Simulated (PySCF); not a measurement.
# BrLi: the cost of one run

Method: method and basis as typed in the scripts; program: PySCF 2.14.0.

2 further runs of the same task are left out: 2 that didn't finish.

**1. Where the work starts**

LiBr: 2 atoms, charge 0, spin multiplicity 1.

Bond lengths: Li1–Br2 2.009 Å.

**2. Base script**

input.py

```python
from pyscf import gto, dft

mol = gto.M(
    atom='Li 0 0 0; Br 0 0 2.009',
    basis='ano-rcc-vdzp',
    charge=0,
    spin=0,
    verbose=4,
)
mf = dft.RKS(mol, xc='tpssh')
mf = mf.sfx2c1e()
mf.kernel()
mf.analyze()
print('orbital energies (hartree):', mf.mo_energy[..., max(0, mol.nelec[1]-3):mol.nelec[0]+3].round(4))
```

Launch:

```console
> OMP_NUM_THREADS=1 python input.py
```

Q: Estimate wall time and peak memory on 1 thread of Arm Neoverse V2, shared host.

About 4.1 s, with a peak of 0.19 GiB.
